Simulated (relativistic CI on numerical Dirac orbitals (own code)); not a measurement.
# Er³⁺: one ion under different settings

How much do the settings matter for Er³⁺? One ion, several inputs.

The numbers are computed with relativistic CI on numerical Dirac orbitals (own code) version 3 (Dirac-Coulomb-Breit CI, KLI orbitals optimised for each configuration, model QED (radiative potential, 1s self-energy scaled to tabulated hydrogen-like ionisation energies), numerical settings as typed), except any that are marked as measured or tabulated.

## Step 1: The system

* ion: Er³⁺ (Er IV)
* nuclear charge: 68
* electrons: 65
* isotope: A = 166

## Step 2: The usual input

Settings of the run:

```ini
atom Er  Z=68  charge=3  electrons=65
nucleus A=166  rms_radius_fm=5.2516
hamiltonian dirac-coulomb  breit=on  qed=on  c_scale=1
orbitals kli  potential=per-configuration
slater_scale 1
correlation none
mixing on
grid step=0.0125 r_max=64.9
scf mixing=0.4 start=green max_iterations=150 tolerance=2e-08 node_fill=0.05
configurations
  [Xe] 4f11
  [Xe] 4f10 6s
  [Kr] 4d10 4f13 5s2 5p4
end
```

Started as:

```console
> python run_levels.py task.json out
```

One command runs all members of the session, one after another, from task.json.

## Step 3: Iteration limit 20

The settings differ from step 2 so:

```diff
@@ -8,3 +8,3 @@
 grid step=0.0125 r_max=64.9
-scf mixing=0.4 start=green max_iterations=150 tolerance=2e-08 node_fill=0.05
+scf mixing=0.4 start=green max_iterations=20 tolerance=2e-08 node_fill=0.05
 configurations
```

## Step 4: Slater scale 0.6, grid step 0.02

Settings of the run:

```ini
atom Er  Z=68  charge=3  electrons=65
nucleus A=166  rms_radius_fm=5.2516
hamiltonian dirac-coulomb  breit=on  qed=on  c_scale=1
orbitals kli  potential=per-configuration
slater_scale 0.6
correlation none
mixing on
grid step=0.02 r_max=64.9
scf mixing=0.4 start=green max_iterations=150 tolerance=2e-08 node_fill=0.05
configurations
  [Xe] 4f11
  [Xe] 4f10 6s
  [Kr] 4d10 4f13 5s2 5p4
end
```

## Step 5: Potential mixing 0.7

Settings of the run:

```ini
atom Er  Z=68  charge=3  electrons=65
nucleus A=166  rms_radius_fm=5.2516
hamiltonian dirac-coulomb  breit=on  qed=on  c_scale=1
orbitals kli  potential=per-configuration
slater_scale 1
correlation none
mixing on
grid step=0.0125 r_max=64.9
scf mixing=0.7 start=green max_iterations=150 tolerance=2e-08 node_fill=0.05
configurations
  [Xe] 4f11
  [Xe] 4f10 6s
  [Kr] 4d10 4f13 5s2 5p4
end
```

## Step 6: Speed-of-light factor 10

Settings of the run:

```ini
atom Er  Z=68  charge=3  electrons=65
nucleus A=166  rms_radius_fm=5.2516
hamiltonian dirac-coulomb  breit=on  qed=on  c_scale=10
orbitals kli  potential=per-configuration
slater_scale 1
correlation none
mixing on
grid step=0.0125 r_max=64.9
scf mixing=0.4 start=green max_iterations=150 tolerance=2e-08 node_fill=0.05
configurations
  [Xe] 4f11
  [Xe] 4f10 6s
  [Kr] 4d10 4f13 5s2 5p4
end
```

## Step 7: Slater scale 2

Settings of the run:

```ini
atom Er  Z=68  charge=3  electrons=65
nucleus A=166  rms_radius_fm=5.2516
hamiltonian dirac-coulomb  breit=on  qed=on  c_scale=1
orbitals kli  potential=per-configuration
slater_scale 2
correlation none
mixing on
grid step=0.0125 r_max=64.9
scf mixing=0.4 start=green max_iterations=80 tolerance=2e-08 node_fill=0.05
configurations
  [Xe] 4f11
  [Xe] 4f10 6s
  [Kr] 4d10 4f13 5s2 5p4
end
```

## Step 8: Tolerance 0.01

Settings of the run:

```ini
atom Er  Z=68  charge=3  electrons=65
nucleus A=166  rms_radius_fm=5.2516
hamiltonian dirac-coulomb  breit=on  qed=on  c_scale=1
orbitals kli  potential=per-configuration
slater_scale 1
correlation none
mixing on
grid step=0.0125 r_max=64.9
scf mixing=0.4 start=green max_iterations=91 tolerance=0.01 node_fill=0.05
configurations
  [Xe] 4f11
  [Xe] 4f10 6s
  [Kr] 4d10 4f13 5s2 5p4
end
```

(Steps that only read results are left out.)

Before running it: what results should come out? Wanted: lowest level, usual settings; total energy; first excitation.

The runs gave:

| setting | total energy less usual (Ha) | largest shift of a level among the lowest eight of both runs, same label and place (cm⁻¹) | SCF iterations | time | lowest level | kind of change |
| --- | --- | --- | --- | --- | --- | --- |
| usual | 0 | 0 | 41 | 0.35 s | 4f11 5p6 4I°15/2 | - |
| iteration limit 20 | 0 | 0 | 41 | 0.35 s | 4f11 5p6 4I°15/2 | numerical |
| Slater scale 0.6, grid step 0.02 | 0.0618 | 8640 | 41 | 0.24 s | 4f11 5p6 4I°15/2 | model term |
| potential mixing 0.7 | 0 | 0 | 47 | 0.38 s | 4f11 5p6 4I°15/2 | numerical |
| speed-of-light factor 10 | 572 | 12900 | 40 | 0.35 s | 4f11 5p6 4I°15/2 | unphysical constant |
| Slater scale 2 | -0.156 | 19100 | 41 | 0.35 s | 4f11 5p6 4I°15/2 | unsound |
| tolerance 0.01 | -0.000578 | 42.7 | 21 | 0.29 s | 4f11 5p6 4I°15/2 | unsound |

| quantity | value |
| --- | --- |
| lowest level, usual settings | 4f11 5p6 4I°15/2 |
| total energy | -13069.6194 Ha |
| first excitation | 6412.9 cm⁻¹ |

In words: Among the runs whose levels can be followed, they move most under «Slater scale 2» (unsound), by up to 19100 cm⁻¹. No visible change in the result comes from «iteration limit 20» or «potential mixing 0.7». Only the listed configurations are in the model. In a near-neutral ion this small CI can misplace whole configurations by 10,000 cm⁻¹ or more, above all where the count of f electrons changes.
